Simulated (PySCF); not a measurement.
# LuOF: other functionals and bases at one geometry

How far do other levels of theory move the description of LuOF, and what does each cost? It is a constructed species; whether it can be made isn't addressed.

Computed with PySCF 2.14.0. Level: several levels, as the steps say, no spin–orbit coupling.

1 further run of the same task is left out (for a known fault of the program).

### Step 1. The system as given

3 atoms, charge 0, spin multiplicity 1.

Bond lengths: Lu1–O2 1.806 Å, Lu1–F3 1.980 Å. Angles: O2–Lu1–F3 113.0°.

Coordinates:

```
Lu    0.01581    0.00000   -0.30914
O     1.51648    0.00000    0.69624
F    -1.64208    0.00000    0.77426
```

Formal oxidation states: Lu +3. Each metal's 14 4f electrons lie in its core potential, so multiplicities, spins and levels count the valence alone. An earlier session relaxed this geometry at PBE0, Lu lcecp-1-SVP with ECP60, O def2-SVP, F def2-SVP (singlet, point group Cs).

At PBE0 on the finer grid: E = -214.813322 Eh, HOMO -6.64 eV, LUMO -2.76 eV, Mulliken charge on Lu1 +0.87 e, largest force component 0.013 eV/Å. 

Levels to run: HF; B3LYP; PBE0, TZVP. Hardware: 2 threads of Arm Neoverse V1, shared host.

### Step 2. HF

Input file run.py (the lines that set the calculation):

```python
mol = gto.M(atom='''
Lu     0.01581     0.00000    -0.30914
O      1.51648     0.00000     0.69624
F     -1.64208     0.00000     0.77426''',
    basis={'Lu': 'lcecp-1-SVP', 'O': 'def2-SVP', 'F': 'def2-SVP'},
    ecp={'Lu': 'lcecp-1-SVP'},
    charge=0, spin=0)
mf = scf.RHF(mol)
mf = mf.density_fit()  # fitting sets: Lu AutoAux, O def2-universal-JKFIT, F def2-universal-JKFIT
mf.conv_tol = 1e-08; mf.max_cycle = 55
mf.kernel(dm0)  # dm0: the density of the relaxed state
```

The run is started by

```sh
$ OMP_NUM_THREADS=2 python run.py
```

### Step 3. B3LYP

Changes to run.py (the lines that set the calculation) since step 2:

```diff
@@ -7,3 +7,4 @@
     charge=0, spin=0)
-mf = scf.RHF(mol)
+mf = dft.RKS(mol, xc='B3LYP')
+mf.grids.atom_grid = (75, 302)  # f atoms: unpruned, at least (60, 302)
 mf = mf.density_fit()  # fitting sets: Lu AutoAux, O def2-universal-JKFIT, F def2-universal-JKFIT
```

### Step 4. PBE0, TZVP

Basis: Lu lcecp-1-TZVP with ECP60, O def2-TZVP, F def2-TZVP. 

Input file run.py (the lines that set the calculation):

```python
mol = gto.M(atom='''
Lu     0.01581     0.00000    -0.30914
O      1.51648     0.00000     0.69624
F     -1.64208     0.00000     0.77426''',
    basis={'Lu': 'lcecp-1-TZVP', 'O': 'def2-TZVP', 'F': 'def2-TZVP'},
    ecp={'Lu': 'lcecp-1-TZVP'},
    charge=0, spin=0)
mf = dft.RKS(mol, xc='PBE0')
mf.grids.atom_grid = (75, 302)  # f atoms: unpruned, at least (60, 302)
mf = mf.density_fit()  # fitting sets: Lu AutoAux, O def2-universal-JKFIT, F def2-universal-JKFIT
mf.conv_tol = 1e-08; mf.max_cycle = 55
mf.kernel(dm0)  # dm0: free metal ions and neutral atoms
```

Before running it: what results should come out? Wanted: for each run, HOMO; gap; charge on Lu1; dipole; largest force.

**Answer**, as computed:

| level | state | HOMO (eV) | gap (eV) | charge on Lu1 (e) | dipole (D) | largest force (eV/Å) | basis functions | time |
| --- | --- | --- | --- | --- | --- | --- | --- | --- |
| PBE0 (relaxed here) | singlet | -6.64 | 3.88 | 0.87 | 7.61 | 0.01 | 61 | 3.2 s |
| HF | singlet | -10.03 | 9.10 | 1.25 | 9.17 | 0.56 | 61 | 1 s |
| B3LYP | singlet | -6.41 | 3.30 | 0.83 | 7.44 | 0.46 | 61 | 1.6 s |
| PBE0, TZVP | singlet | -6.63 | 3.89 | 1.28 | 7.88 | 0.15 | 109 | 5.2 s |

Times are on 2 threads of Arm Neoverse V1, shared host; the first row also made further properties.

In one basis the HOMO–LUMO gap runs from 3.30 eV (B3LYP) to 9.10 eV (HF). The largest leftover force, 0.56 eV/Å with HF, stands at a geometry relaxed at another level. The Mulliken charge on Lu spans +0.83 to +1.28 e over the levels. With 4f in the core, its levels are missing from HOMO and gap. Total energies of different levels can't be compared. Spin–orbit coupling is left out throughout.
